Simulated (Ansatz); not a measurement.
# C2H8OSi: the cost of one run

Program: Ansatz 0.2.0. Level of theory: RHF/def2-SVP. These are calculated values, not measurements.

### Step 1. The starting structure

Bond lengths: Si1–O2 2.061 Å, O2–C3 1.403 Å, Si1–C4 1.844 Å, Si1–H6 1.458 Å, Si1–H7 1.459 Å, C3–H8 1.093 Å, C3–H9 1.096 Å, C3–H10 1.094 Å, C4–H11 1.082 Å, C4–H12 1.082 Å. Angles (14 of 16 angles, heavy atoms first): Si1–O2–C3 131.9°, O2–Si1–C4 75.7°, O2–Si1–H6 104.7°, O2–Si1–H7 105.4°, C4–Si1–H6 123.5°, C4–Si1–H7 123.5°, O2–C3–H8 110.3°, O2–C3–H9 110.7°, O2–C3–H10 109.2°, Si1–C4–H11 118.3°, Si1–C4–H12 117.4°, H6–Si1–H7 111.1°, H8–C3–H9 108.9°, H8–C3–H10 108.7°.

As a file:

```xyz
12

Si   -0.2624    1.2943    0.4576
O     0.1103   -0.6649   -0.0626
C     0.4276   -1.7948    0.7066
C    -0.3437    1.2879   -1.3847
H    -0.0744   -0.0630   -1.1926
H    -1.4405    1.2319    1.3145
H     0.9118    1.7252    1.2096
H    -0.0193   -1.7153    1.7010
H     1.5136   -1.8998    0.8121
H     0.0300   -2.6871    0.2145
H    -1.2974    1.4841   -1.8562
H     0.4444    1.8015   -1.9199
```

### Step 2. A restrained relaxation towards end A

Springs on the bonds that form and break draw the guess towards this end; the thresholds are loose.

input.yaml reads:

```yaml
crystal:
  periodic: [false, false, false]
  atoms:
    - { symbol: Si, position_ang: [-0.2624, 1.2943, 0.4576] }
    - { symbol: O, position_ang: [0.1103, -0.6649, -0.0626] }
    - { symbol: C, position_ang: [0.4276, -1.7948, 0.7066] }
    - { symbol: C, position_ang: [-0.3437, 1.2879, -1.3847] }
    - { symbol: H, position_ang: [-0.0744, -0.063, -1.1926] }
    - { symbol: H, position_ang: [-1.4405, 1.2319, 1.3145] }
    - { symbol: H, position_ang: [0.9118, 1.7252, 1.2096] }
    - { symbol: H, position_ang: [-0.0193, -1.7153, 1.701] }
    - { symbol: H, position_ang: [1.5136, -1.8998, 0.8121] }
    - { symbol: H, position_ang: [0.03, -2.6871, 0.2145] }
    - { symbol: H, position_ang: [-1.2974, 1.4841, -1.8562] }
    - { symbol: H, position_ang: [0.4444, 1.8015, -1.9199] }
basis:
  gaussian: { orbitals: def2-SVP }
hamiltonian:
  xc: hf
relax:
  f_tol: 0.15
  max_steps: 25
  restrain:
    - { distance: [4, 1], at: 2.27, k: 30.0 }
    - { distance: [0, 1], at: 1.77, k: 30.0 }
    - { distance: [4, 3], at: 1.07, k: 30.0 }
```

Command:

```
ansatz run input.yaml --threads 2 --pin off --max-ram 3072MiB --backend cpu --events-out ev --progress --plain --runs-dir out
```

What time and memory should one allow on 2 threads of Arm Neoverse N1, shared host?

About 19 s, with a peak of 0.18 GiB.
